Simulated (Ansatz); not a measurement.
# NTi: the cost of one run

The runs use Ansatz 0.2.0, Gaussian basis; def2-QZVPP, core rule «outside noble gas», up to 10 orbitals frozen.

To be run: UHF; ROHF; CCSD(T) on UHF.

2 further runs of the same task are left out: 2 set aside as unsound or not needed.

### Step 1. The system

The geometry is a PBE0/def2-TZVP stationary point (not a proven minimum).

2 atoms, charge 1, spin multiplicity 3.

Atoms are counted from 1 here; the program's logs count them from 0.

Bond lengths: Ti1–N2 1.607 Å.

Coordinates:

| atom | x (Å) | y (Å) | z (Å) |
| --- | --- | --- | --- |
| Ti1 | 0.0000 | 0.0000 | 0.0000 |
| N2 | 0.0000 | 0.0000 | 1.6070 |

### Step 2. UHF

in.yaml reads:

```yaml
crystal:
  periodic: [false, false, false]
  atoms:
    - {symbol: Ti, position_ang: [0.000000, 0.000000, 0.000000]}
    - {symbol: N, position_ang: [0.000000, 0.000000, 1.607000]}
basis:
  gaussian: {orbitals: "def2-QZVPP.json"}
total_charge: 1
magnetization: {spin_polarized: true, initial_magnetization: 2}
hamiltonian: {xc: hf}
output: {orbitals: {seedname: orbitals}}
```

Started as:

```
$ ansatz run in.yaml --threads 1 --pin off --events-out ev --progress --plain --max-ram 4096MiB --backend cpu
```

What time and memory should one allow on 1 thread of AMD EPYC 7R13, shared host?

About 58 s, with a peak of 0.37 GiB.
